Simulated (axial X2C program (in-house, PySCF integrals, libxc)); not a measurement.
**CuCN⁻: bond lengths and stretches, held linear**

An exercise on one series of results from a longer session: the logs are not shown, and one member is left open.

Method: all-electron X2C, two-component (2c) or spin-free, Cu dyall-v3z, C dyall-v3z, N dyall-av3z; program: an in-house X2C program for linear molecules on PySCF integrals.

All values are calculated.

2 further runs of the same task are left out: 2 set aside as unsound or not needed.

Set-up of the first run:

Contents of task.json:

```json
{"zs": [29, 6, 7], "q": -1, "bas": ["dyall-v3z", "dyall-v3z", "dyall-av3z"], "r0": [1.82, 1.16], "symm": 0, "scan": ["PBE0", "HF", "BHandHLYP"], "levels": ["PBE0", "HF", "TPSSh"], "nst": 2}
```

Keys: zs atomic numbers; q charge; bas basis sets; r0 starting distance in Å; symm equal bonds; scan levels of the two-bond scan; levels methods; nst determinants followed.

The run is started by

```bash
$ python solin.py task.json out
```

Masses Cu 62.930, C 12.000, N 14.003 u.

Among the steps run: Scan at PBE0, 2c; Scan at BHandHLYP, 2c; Scan at PBE0, spin-free.

One table of the session follows, with a row left open; its other results are not shown here.

```
               level  lower stretch (cm⁻¹)  upper stretch (cm⁻¹)
            PBE0, 2c                 393.2                2214.6
       BHandHLYP, 2c                 353.6                2294.6
     PBE0, spin-free                 393.7                2214.7
BHandHLYP, spin-free                     ?                     ?
```

Q: Estimate the row for BHandHLYP, spin-free from the others.

The run gave: lower stretch (cm⁻¹): 354.3; upper stretch (cm⁻¹): 2294.7. In the column «lower stretch (cm⁻¹)» it lies between BHandHLYP, 2c (353.6) and PBE0, 2c (393.2).

Scans not shown above were run alike.

For an anion the highest level of a functional can be positive, and the basis then holds the extra electron. The molecule was held linear; bending was not examined, so a bent shape may lie lower.
